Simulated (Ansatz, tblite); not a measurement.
**The cluster Te3Pd2: rung by rung**

One table from this session's results is given with a row withheld; the runs are named, their logs left out.

Program: Ansatz 0.2.0, Gaussian basis. Level of theory: as each input shows. These are calculated values, not measurements.

Levels to be run: GFN1-xTB, GFN2-xTB, PBE-D4/def2-TZVP, r2SCAN-D4/def2-TZVP, B2PLYP/def2-TZVP, HSE06-D4/def2-TZVP, CAM-B3LYP-D4/def2-TZVP, PBE-D4/def2-SVP, PBE0-D4/def2-SVP, CCSD(T)/def2-SVP, MP2/def2-TZVP.

6 further runs of the same task are left out: 6 set aside as unsound or not needed. Runs told in other sessions of the task aren't counted.

## The relaxed structure

The singlet was relaxed beforehand with r2SCAN-D4/def2-SVP. At that level it is the lowest of the isomers that a small search found.

5 atoms, charge 0, spin multiplicity 1.

Bond lengths: Pd1–Te3 2.698 Å, Pd1–Te4 2.697 Å, Pd1–Te5 2.584 Å, Pd2–Te3 2.697 Å, Pd2–Te4 2.698 Å, Pd2–Te5 2.584 Å. Angles: Te3–Pd1–Te4 116.6°, Te3–Pd1–Te5 66.5°, Te4–Pd1–Te5 66.5°, Te3–Pd2–Te4 116.6°, Te3–Pd2–Te5 66.5°, Te4–Pd2–Te5 66.5°, Pd1–Te3–Pd2 60.1°, Pd1–Te4–Pd2 60.1°, Pd1–Te5–Pd2 63.1°.

Pd, Te take a core potential in the def2 sets. No spin-orbit coupling is included.

PBE0-D4/def2-TZVP was run before; its log isn't repeated, and its numbers join the tables.

Set-up of the first run:

Tight binding, by tblite at 300 K electronic temperature and without a spin-polarisation term:

```python
tblite.interface.Calculator('GFN1-xTB', numbers, positions, charge=0, uhf=0).singlepoint()
```

Tight binding, by tblite at 300 K electronic temperature and without a spin-polarisation term:

```python
tblite.interface.Calculator('GFN2-xTB', numbers, positions, charge=0, uhf=0).singlepoint()
```

start.molden holds the orbitals of an earlier run on this state, given as this run's starting guess.

in.yaml reads:

```yaml
crystal:
  periodic: [false, false, false]
  atoms:
    - {symbol: Pd, position_ang: [-0.215105, 1.310910, 0.660836]}
    - {symbol: Pd, position_ang: [1.208581, -0.854225, -0.105383]}
    - {symbol: Te, position_ang: [-0.443069, -1.007278, 2.021648]}
    - {symbol: Te, position_ang: [0.736932, 1.142403, -1.857391]}
    - {symbol: Te, position_ang: [-1.287338, -0.591810, -0.719700]}
basis:
  gaussian: {orbitals: def2-TZVP, initial_orbitals: start.molden}
hamiltonian: {xc: pbe, dispersion: d4}
scf: {omitted_lower_state_checks: [starts]}
output: {forces: true, orbitals: {seedname: orbitals}}
```

Started as:

```
$ ansatz run in.yaml --threads 4 --pin off --events-out ev --progress --plain --max-ram 4787MiB
```

Steps of the session up to this table: PBE-D4/def2-TZVP; r2SCAN-D4/def2-TZVP; B2PLYP/def2-TZVP; HSE06-D4/def2-TZVP; CAM-B3LYP-D4/def2-TZVP; PBE-D4/def2-SVP; PBE0-D4/def2-SVP; CCSD(T)/def2-SVP; MP2/def2-TZVP.

One of the session's tables, all rows but one given; the rest of the session is left out.

It belongs to the step «Binding energy». 

```
                 level  binding an atom (eV)
           HF/def2-SVP                 0.389
          HF/def2-TZVP                 0.457
       PBE-D4/def2-SVP                 2.465
      PBE-D4/def2-TZVP                 2.539
   r2SCAN-D4/def2-TZVP                 2.433
      PBE0-D4/def2-SVP                     ?
     PBE0-D4/def2-TZVP                 2.214
    HSE06-D4/def2-TZVP                 2.220
CAM-B3LYP-D4/def2-TZVP                 1.929
      B2PLYP/def2-TZVP                 2.172
          MP2/def2-SVP                 2.257
         MP2/def2-TZVP                 2.570
         CCSD/def2-SVP                 1.713
      CCSD(T)/def2-SVP                 1.943
```

Q: Estimate the row for PBE0-D4/def2-SVP from the others.

As computed: binding an atom (eV): 2.134. In the column «binding an atom (eV)» it lies between CCSD(T)/def2-SVP (1.943) and B2PLYP/def2-TZVP (2.172).

Caveats from the session: Free atoms were run apart at each level; binding is atoms less cluster, divided by the number of atoms, without zero-point or spin-orbit terms.
